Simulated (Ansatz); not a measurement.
**C₂H₂AlClO: how energies converge with the basis set**

How large a basis does C₂H₂AlClO need? Two functionals are run in growing sets.

Program: Ansatz 0.2.0, Gaussian basis. Level of theory: one geometry, several basis sets. These are calculated values, not measurements.

The runs, in order: PBE0-D4/def2-SVP; ωB97M-V/def2-SVP; PBE0-D4/def2-QZVPP; ωB97M-V/def2-QZVPP; the functionals' def2-TZVPP values are taken from earlier runs.

### 1 The geometry

All runs share one geometry, relaxed beforehand with PBE0-D4 in a triple-zeta def2 set.

7 atoms, charge 0, spin multiplicity 1.

Atoms are counted from 1 here; the program's logs count them from 0.

Bond lengths: Cl1–Al2 2.071 Å, Al2–C3 1.882 Å, Al2–O5 1.767 Å, C3–C4 1.350 Å, C3–H6 1.077 Å, C4–O5 1.374 Å, C4–H7 1.090 Å. Angles: Cl1–Al2–C3 151.6°, Cl1–Al2–O5 129.8°, C3–Al2–O5 78.7°, Al2–C3–C4 80.6°, Al2–C3–H6 153.4°, C4–C3–H6 125.9°, C3–C4–O5 116.3°, C3–C4–H7 128.8°, O5–C4–H7 114.9°, Al2–O5–C4 84.4°.

### 2 PBE0-D4 in def2-SVP

Input file in.yaml:

```yaml
crystal:
  periodic: [false, false, false]
  atoms:
    - {symbol: Cl, position_ang: [-2.157156, -2.403221, 0.308389]}
    - {symbol: Al, position_ang: [-0.774181, -0.876683, 0.090213]}
    - {symbol: C, position_ang: [0.339110, 0.462273, 0.803817]}
    - {symbol: C, position_ang: [0.621783, 0.616512, -0.506895]}
    - {symbol: O, position_ang: [-0.031781, -0.225056, -1.374778]}
    - {symbol: H, position_ang: [0.759940, 1.035039, 1.612813]}
    - {symbol: H, position_ang: [1.303685, 1.323135, -0.979158]}
basis:
  gaussian: {orbitals: def2-SVP}
hamiltonian: {xc: pbe0, dispersion: d4}
output: {orbitals: {seedname: orbitals}}
```

The run is started by

```
> ansatz run in.yaml --threads 2 --pin off --events-out ev --progress --plain --max-ram 4352MiB
```

Further steps of the session: ωB97M-V in def2-SVP; PBE0-D4 in def2-QZVPP; ωB97M-V in def2-QZVPP.

Q: Predict the results of all the runs planned. Wanted: PBE0-D4: double and triple zeta above quadruple; ωB97M-V: double and triple zeta above quadruple.

As calculated:

```
                                       quantity           value
PBE0-D4: double and triple zeta above quadruple  12.32, 0.80 eV
ωB97M-V: double and triple zeta above quadruple  12.35, 0.76 eV
```

In words: PBE0-D4 gains 11.52 eV from double to triple zeta, then 0.80 eV more. Total energies overstate the basis error of differences, where much of it tends to cancel.
